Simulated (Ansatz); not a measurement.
# HgO3: the cost of one run

Method: the levels named in each step, in Ansatz 0.2.0.

**1. The structure to begin with**

Bond lengths: O1–O2 1.323 Å, O2–Hg3 1.991 Å, O1–O4 1.327 Å, Hg3–O4 1.990 Å. Angles: O1–O2–Hg3 86.4°, O2–O1–O4 114.5°, O2–Hg3–O4 68.1°, O1–O4–Hg3 86.3°.

Structure file:

```xyz
4

O    -1.8623    0.4889    0.3669
O    -0.9810    1.3932   -0.0285
Hg    0.3326   -0.1018   -0.0961
O    -1.3285   -0.6161    0.8716
```

**2. A rough first relaxation, PBE-D4/def2-SVP**

The input, input.yaml:

```yaml
crystal:
  periodic: [false, false, false]
  atoms:
    - { symbol: O, position_ang: [-1.86232, 0.48889, 0.36693] }
    - { symbol: O, position_ang: [-0.98098, 1.3932, -0.02852] }
    - { symbol: Hg, position_ang: [0.33261, -0.1018, -0.09615] }
    - { symbol: O, position_ang: [-1.32847, -0.61609, 0.87164] }
basis:
  gaussian: { orbitals: def2-SVP }
hamiltonian:
  xc: pbe
  dispersion: d4
relax:
  f_tol: 0.03
  max_steps: 200
```

Run with:

```bash
ansatz run input.yaml --threads 2 --pin off --max-ram 5120MiB --backend cpu --events-out ev --progress --plain --runs-dir out
```

**Question.** How long does this run take on 2 threads of Intel Xeon Platinum 8488C (Sapphire Rapids), shared host, and how much memory does it need?

About 9.8 s, with a peak of 0.14 GiB.
